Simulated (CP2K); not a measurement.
# KPt (P-6m2) in CP2K: equation of state, part 2 of 2

CP2K 2026.2.

## (3) Single point, PBE, 20.43 Å³/atom (volume scaled by 0.98)

kpt_eos.inp reads:

```
&GLOBAL
  PROJECT kpt_eos
  RUN_TYPE ENERGY_FORCE
  PRINT_LEVEL LOW
&END GLOBAL
&FORCE_EVAL
  METHOD QS
  STRESS_TENSOR ANALYTICAL
  &DFT
    BASIS_SET_FILE_NAME BASIS_MOLOPT_UZH
    POTENTIAL_FILE_NAME POTENTIAL_UZH
    WFN_RESTART_FILE_NAME previous-RESTART.kp
    &MGRID
      CUTOFF 450
      REL_CUTOFF 60
      NGRIDS 4
    &END MGRID
    &QS
      METHOD GPW
      EPS_DEFAULT 1.0E-10
    &END QS
    &KPOINTS
      SCHEME MONKHORST-PACK 10 10 5
      GAMMA_CENTERED T
      SYMMETRY T
      SYMMETRY_BACKEND SPGLIB
    &END KPOINTS
    &SCF
      SCF_GUESS RESTART
      EPS_SCF 1.0E-6
      MAX_SCF 100
      ADDED_MOS 13
      CHOLESKY OFF
      EPS_EIGVAL 1.0E-7
      &DIAGONALIZATION ON
        ALGORITHM STANDARD
      &END DIAGONALIZATION
      &MIXING ON
        METHOD BROYDEN_MIXING
        ALPHA 0.4
        BETA 1.5
        NBUFFER 8
      &END MIXING
      &SMEAR ON
        METHOD FERMI_DIRAC
        ELECTRONIC_TEMPERATURE [K] 580.226
      &END SMEAR
    &END SCF
    &XC
      &XC_FUNCTIONAL
        &GGA_X_PBE
        &END GGA_X_PBE
        &GGA_C_PBE
        &END GGA_C_PBE
      &END XC_FUNCTIONAL
    &END XC
    &PRINT
      &KPOINTS ON
      &END KPOINTS
      &MULLIKEN ON
      &END MULLIKEN
      &MO ON
        ENERGIES T
        OCCUPATION_NUMBERS T
        &EACH
          QS_SCF 0
        &END EACH
        ADD_LAST NUMERIC
      &END MO
    &END PRINT
  &END DFT
  &SUBSYS
    &CELL
      ABC 2.9807067573 2.9807067574 5.3097005566
      ALPHA_BETA_GAMMA 90.0000000000 90.0000000000 120.0000000004
      PERIODIC XYZ
    &END CELL
    &COORD
      SCALED
      Pt  0.6666666667 0.3333333333 0.0000000000
      K   0.0000000000 0.0000000000 0.5000000000
    &END COORD
    &KIND Pt
      BASIS_SET TZVP-MOLOPT-PBE-GTH-q18
      POTENTIAL GTH-PBE-q18
    &END KIND
    &KIND K
      BASIS_SET TZVP-MOLOPT-PBE-GTH-q9
      POTENTIAL GTH-PBE-q9
    &END KIND
    &PRINT
      &ATOMIC_COORDINATES ON
      &END ATOMIC_COORDINATES
      &CELL ON
      &END CELL
    &END PRINT
  &END SUBSYS
  &PRINT
    &FORCES ON
    &END FORCES
    &STRESS_TENSOR ON
    &END STRESS_TENSOR
  &END PRINT
&END FORCE_EVAL
```

Potentials or basis: POTENTIAL_UZH Pt GTH-PBE-q18, K GTH-PBE-q9; TZVP-MOLOPT-PBE-GTH basis.

On the command line:

```console
OMP_NUM_THREADS=1 cp2k.psmp -i kpt_eos.inp -o kpt_eos.out
```

kpt_eos.out:

```text

 CP2K| version string:                                       CP2K version 2026.2
 CP2K| Input file name                                               kpt_eos.inp

 GLOBAL| Force Environment number                                              1
 GLOBAL| Basis set file name                                    BASIS_MOLOPT_UZH
 GLOBAL| Potential file name                                       POTENTIAL_UZH
 GLOBAL| MM Potential file name                                     MM_POTENTIAL
 GLOBAL| Coordinate file name                                      __STD_INPUT__
 GLOBAL| Method name                                                        CP2K
 GLOBAL| Project name                                                    kpt_eos
 GLOBAL| Run type                                                   ENERGY_FORCE
 GLOBAL| FFT library                                                       FFTW3
[... 6 lines left out ...]
 GLOBAL| Total number of message passing processes                             1
 GLOBAL| Number of threads for this process                                    1
 GLOBAL| CPU model name                          AMD EPYC 7R43 64-Core Processor

 CELL| Volume [angstrom^3]:                                            40.854431
 CELL| Vector a [angstrom]:       2.981     0.000     0.000   |a| =     2.980707
 CELL| Vector b [angstrom]:      -1.490     2.581     0.000   |b| =     2.980707
 CELL| Vector c [angstrom]:       0.000     0.000     5.310   |c| =     5.309701
 CELL| Angle (b,c), alpha [degree]:                                    90.000000
 CELL| Angle (a,c), beta  [degree]:                                    90.000000
 CELL| Angle (a,b), gamma [degree]:                                   120.000000
 CELL| Numerically orthorhombic:                                              NO
 CELL| Periodicity                                                           XYZ

 CELL_REF| Volume [angstrom^3]:                                        40.854431
 CELL_REF| Vector a [angstrom     2.981     0.000     0.000   |a| =     2.980707
 CELL_REF| Vector b [angstrom    -1.490     2.581     0.000   |b| =     2.980707
 CELL_REF| Vector c [angstrom     0.000     0.000     5.310   |c| =     5.309701
 CELL_REF| Angle (b,c), alpha [degree]:                                90.000000
 CELL_REF| Angle (a,c), beta  [degree]:                                90.000000
 CELL_REF| Angle (a,b), gamma [degree]:                               120.000000
 CELL_REF| Numerically orthorhombic:                                          NO
 CELL_REF| Periodicity                                                       XYZ

[... 9 lines left out ...]

  Total number of            - Atomic kinds:                                   2
                             - Atoms:                                          2
                             - Shell sets:                                     2
[... 124 lines left out ...]
  Core density on regular grids:               26.9999999985       -0.0000000015
  Total charge density on r-space grids:       -0.0000001245
  Total charge density g-space grids:          -0.0000001245

  Overlap energy of the core charge distribution:               0.00000000000029
  Self energy of the core charge distribution:               -243.11358948100550
  Core Hamiltonian energy:                                     54.82283849343409
  Hartree energy:                                              55.95358080783586
  Exchange-correlation energy:                                -16.11640698521129
  Electronic entropic energy:                                  -0.00043270006454
  Fermi energy:                                                 0.37327360685027

  Total energy:                                              -148.45400986504345
  Total energy (extrapolated to T->0):                       -148.45379351501117

 MO| EIGENVALUES AND OCCUPATION NUMBERS FOR K POINT 1
 MO|
 MO|  Index      Eigenvalue [a.u.]        Eigenvalue [eV]             Occupation
 MO|      1              -3.207827             -87.289402               2.000000
 MO|      2              -1.546984             -42.095579               2.000000
 MO|      3              -1.544674             -42.032708               2.000000
 MO|      4              -1.538841             -41.874002               2.000000
 MO|      5              -0.797678             -21.705917               2.000000
 MO|      6              -0.243670              -6.630607               2.000000
[... 448 lines left out ...]
 MO|     26               1.090492              29.673809               0.000000
 MO|     27               1.208985              32.898160               0.000000
 MO| Sum:                                                              27.173951
 MO| E(Fermi):            0.373274 a.u.         10.157291 eV

 [... the levels of further k-points ...]

 !-----------------------------------------------------------------------------!
                     Mulliken Population Analysis

 #  Atom  Element  Kind  Atomic population                           Net charge
       1     Pt       1         18.190655                             -0.190655
       2     K        2          8.809345                              0.190655
 # Total charge                             27.000000                 -0.000000

 !-----------------------------------------------------------------------------!

 ENERGY| Total FORCE_EVAL ( QS ) energy [hartree]           -148.454011738341364

 FORCES| Atomic forces [hartree/bohr]
 FORCES|   Atom     x               y               z               |f|
 FORCES|      1  7.60513436E-08 -5.61331097E-08 -2.95088813E-15   9.45237159E-08
 FORCES|      2 -1.49366543E-08  2.08315485E-08  3.03637394E-16   2.56331241E-08
 FORCES| Sum     6.11146893E-08 -3.53015612E-08 -2.64725073E-15
 FORCES| Total atomic force                                       7.05776556E-08

 STRESS| Analytical stress tensor [bar]
 STRESS|                        x                   y                   z
 STRESS|      x        1.19402788251E+04   7.88614181954E-02  -2.91708367133E-08
 STRESS|      y        7.88614181954E-02   1.19416399923E+04   2.93197130089E-09
 STRESS|      z       -2.91708367133E-08   2.93197130089E-09   2.29867021306E+04
 STRESS| 1/3 Trace                                             1.56228736494E+04
 STRESS| Determinant                                           3.27759365922E+12

 STRESS| Eigenvectors and eigenvalues of the analytical stress tensor [bar]
 STRESS|                        1                   2                   3
 STRESS| Eigenvalues   1.19402742714E+04   1.19416445461E+04   2.29867021306E+04
 STRESS|      x           0.998337005432      0.057647407448     -0.000000000003
 STRESS|      y          -0.057647407448      0.998337005432      0.000000000000
 STRESS|      z           0.000000000003     -0.000000000000      1.000000000000
```

It took 2.5 min on 1 thread of AMD EPYC 7R43 (Zen 3), shared host; peak memory 0.39 GiB.

What came out:

- Free energy: -4039.6391 eV
- Pressure: 1.6 GPa
- Band gap on the k mesh: none (metal or under the smearing width)
- Mulliken charges: Pt -0.19; K +0.19 e

Caveat: Mulliken charges move with the basis; the basis of atomic orbitals isn't converged, which shifts pressures, moduli and gaps.

## (4) Single point, PBE, 21.26 Å³/atom (volume scaled by 1.02)

kpt_eos.inp: that of step 3 with these lines changed.

```diff
@@ -73,4 +73,4 @@
     &CELL
-      ABC 2.9807067573 2.9807067574 5.3097005566
-      ALPHA_BETA_GAMMA 90.0000000000 90.0000000000 120.0000000004
+      ABC 3.0207210188 3.0207210188 5.3809802105
+      ALPHA_BETA_GAMMA 90.0000000000 90.0000000000 120.0000000003
       PERIODIC XYZ
```

On the command line:

```console
OMP_NUM_THREADS=1 cp2k.psmp -i kpt_eos.inp -o kpt_eos.out
```

It took 2.5 min on 1 thread of AMD EPYC 7R43 (Zen 3), shared host; peak memory 0.39 GiB.

It converged, with:

```
Free energy            : -4039.6418 eV
Pressure               : -0.9 GPa
Band gap on the k mesh : none (metal or under the smearing width)
Mulliken charges       : Pt -0.20; K +0.20 e
```

Caveat: Mulliken charges move with the basis; the basis of atomic orbitals isn't converged, which shifts pressures, moduli and gaps.

## (5) Single point, PBE, 20.01 Å³/atom (volume scaled by 0.96)

kpt_eos.inp: that of step 4 with these lines changed.

```diff
@@ -73,4 +73,4 @@
     &CELL
-      ABC 3.0207210188 3.0207210188 5.3809802105
-      ALPHA_BETA_GAMMA 90.0000000000 90.0000000000 120.0000000003
+      ABC 2.9602903169 2.9602903169 5.2733316032
+      ALPHA_BETA_GAMMA 90.0000000000 90.0000000000 119.9999999993
       PERIODIC XYZ
```

On the command line:

```console
OMP_NUM_THREADS=1 cp2k.psmp -i kpt_eos.inp -o kpt_eos.out
```

Run time: 2.9 min. Hardware: 1 thread of AMD EPYC 7R43 (Zen 3), shared host; peak memory 0.39 GiB.

It converged, with:

| Item | Value |
| --- | --- |
| Free energy | -4039.6271 eV |
| Pressure | 3.1 GPa |
| Band gap on the k mesh | none (metal or under the smearing width) |
| Mulliken charges | Pt -0.19; K +0.19 e |

Caveat: Mulliken charges move with the basis; the basis of atomic orbitals isn't converged, which shifts pressures, moduli and gaps.

## (6) Single point, PBE, 21.68 Å³/atom (volume scaled by 1.04)

kpt_eos.inp: that of step 5 with these lines changed.

```diff
@@ -73,4 +73,4 @@
     &CELL
-      ABC 2.9602903169 2.9602903169 5.2733316032
-      ALPHA_BETA_GAMMA 90.0000000000 90.0000000000 119.9999999993
+      ABC 3.0403366399 3.0403366399 5.4159226196
+      ALPHA_BETA_GAMMA 90.0000000000 90.0000000000 120.0000000009
       PERIODIC XYZ
```

Potentials or basis: POTENTIAL_UZH Pt GTH-PBE-q18, K GTH-PBE-q9; TZVP-MOLOPT-PBE-GTH basis.

On the command line:

```console
OMP_NUM_THREADS=1 cp2k.psmp -i kpt_eos.inp -o kpt_eos.out
```

Run time: 2.4 min. Hardware: 1 thread of AMD EPYC 7R43 (Zen 3), shared host; peak memory 0.39 GiB.

It converged, with:

| Quantity | Value |
| --- | --- |
| Free energy | -4039.6341 eV |
| Pressure | -2.0 GPa |
| Band gap on the k mesh | none (metal or under the smearing width) |
| Mulliken charges | Pt -0.20; K +0.20 e |

Caveat: Mulliken charges move with the basis; the basis of atomic orbitals isn't converged, which shifts pressures, moduli and gaps.

## (7) Single point, PBE, 19.59 Å³/atom (volume scaled by 0.94)

kpt_eos.inp: that of step 6 with these lines changed.

```diff
@@ -73,4 +73,4 @@
     &CELL
-      ABC 3.0403366399 3.0403366399 5.4159226196
-      ALPHA_BETA_GAMMA 90.0000000000 90.0000000000 120.0000000009
+      ABC 2.9395883087 2.9395883087 5.2364539519
+      ALPHA_BETA_GAMMA 90.0000000000 90.0000000000 119.9999999992
       PERIODIC XYZ
```

On the command line:

```console
OMP_NUM_THREADS=1 cp2k.psmp -i kpt_eos.inp -o kpt_eos.out
```

Wall time 3 min (1 thread of AMD EPYC 7R43 (Zen 3), shared host); peak memory 0.39 GiB.

The run converged. Its results:

- Free energy: -4039.6068 eV
- Pressure: 4.8 GPa
- Band gap on the k mesh: none (metal or under the smearing width)
- Mulliken charges: Pt -0.18; K +0.18 e

Caveat: Mulliken charges move with the basis; the basis of atomic orbitals isn't converged, which shifts pressures, moduli and gaps.

## (8) Single point, PBE, 22.09 Å³/atom (volume scaled by 1.06)

kpt_eos.inp: that of step 7 with these lines changed.

```diff
@@ -73,4 +73,4 @@
     &CELL
-      ABC 2.9395883087 2.9395883087 5.2364539519
-      ALPHA_BETA_GAMMA 90.0000000000 90.0000000000 119.9999999992
+      ABC 3.0597023636 3.0597023636 5.4504198721
+      ALPHA_BETA_GAMMA 90.0000000000 90.0000000000 120.0000000000
       PERIODIC XYZ
```

On the command line:

```console
OMP_NUM_THREADS=1 cp2k.psmp -i kpt_eos.inp -o kpt_eos.out
```

Wall time 3.4 min (1 thread of AMD EPYC 7R43 (Zen 3), shared host); peak memory 0.39 GiB.

Results (log left out):

```
Free energy            : -4039.6214 eV
Pressure               : -2.9 GPa
Band gap on the k mesh : none (metal or under the smearing width)
Mulliken charges       : Pt -0.20; K +0.20 e
```

Caveat: Mulliken charges move with the basis; the basis of atomic orbitals isn't converged, which shifts pressures, moduli and gaps.

## (9) Equation of state, PBE

Potentials or basis: POTENTIAL_UZH Pt GTH-PBE-q18, K GTH-PBE-q9; TZVP-MOLOPT-PBE-GTH basis.

No new run: the results of the series are fitted here.

What came out:

```yaml
Equilibrium_volume: 20.92 Å³/atom
Bulk_modulus_at_fixed_shape_and_positions: 61 GPa
Pressure_derivative_of_the_bulk_modulus: 5.3
```

Energy against volume, from the lowest point:
| volume (Å³/atom) | energy (meV/atom) |
| --- | --- |
| 19.593 | 18.46 |
| 20.010 | 8.28 |
| 20.427 | 2.30 |
| 20.844 | 0.00 |
| 21.261 | 0.95 |
| 21.678 | 4.78 |
| 22.095 | 11.12 |

Caveat: the cell was scaled at fixed shape and fractional positions, which overstates the stiffness of a crystal with free parameters, most of all of layers and chains; the basis of atomic orbitals isn't converged, which shifts pressures, moduli and gaps. The run has no spin-orbit coupling, so splittings on Pt are missing.
